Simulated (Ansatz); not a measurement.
**ScS (doublet): from Hartree-Fock to the top rungs, def2-TZVPP**

The task here is to estimate one member of a computed series from the others.

Method: def2-TZVPP, core rule «outside noble gas», up to 14 orbitals frozen; program: Ansatz 0.2.0, Gaussian basis.

To be run: UHF; ROHF; CCSD(T) on UHF.

2 further runs of the same task are left out: 2 set aside as unsound or not needed.

## The geometry

The geometry is a PBE0/def2-TZVP stationary point (not a proven minimum).

2 atoms, charge 0, spin multiplicity 2.

Atoms are counted from 1 here; the program's logs count them from 0.

Bond lengths: Sc1–S2 2.118 Å.

The first run:

in.yaml reads:

```yaml
crystal:
  periodic: [false, false, false]
  atoms:
    - {symbol: Sc, position_ang: [0.000000, 0.000000, 0.000000]}
    - {symbol: S, position_ang: [0.000000, 0.000000, 2.118400]}
basis:
  gaussian: {orbitals: def2-TZVPP}
magnetization: {spin_polarized: true, initial_magnetization: 1}
hamiltonian: {xc: hf}
output: {orbitals: {seedname: orbitals}}
```

The run is started by

```
$ ansatz run in.yaml --threads 1 --pin off --events-out ev --progress --plain --max-ram 4096MiB --backend cpu
```

Steps of the session up to this table: UHF; ROHF; CCSD(T) on UHF.

One of the session's tables, all rows but one given; the rest of the session is left out.

```
  method  from UCCSD(T) (meV)
    ROHF              +7200.3
     UHF                    ?
    UMP2               +838.1
   UCCSD               +603.1
UCCSD(T)                    0
```

**Question.** Estimate the row for UHF.

As computed: from UCCSD(T) (meV): +7176.5. In the column «from UCCSD(T) (meV)» it lies between UMP2 (+838.1) and ROHF (+7200.3).
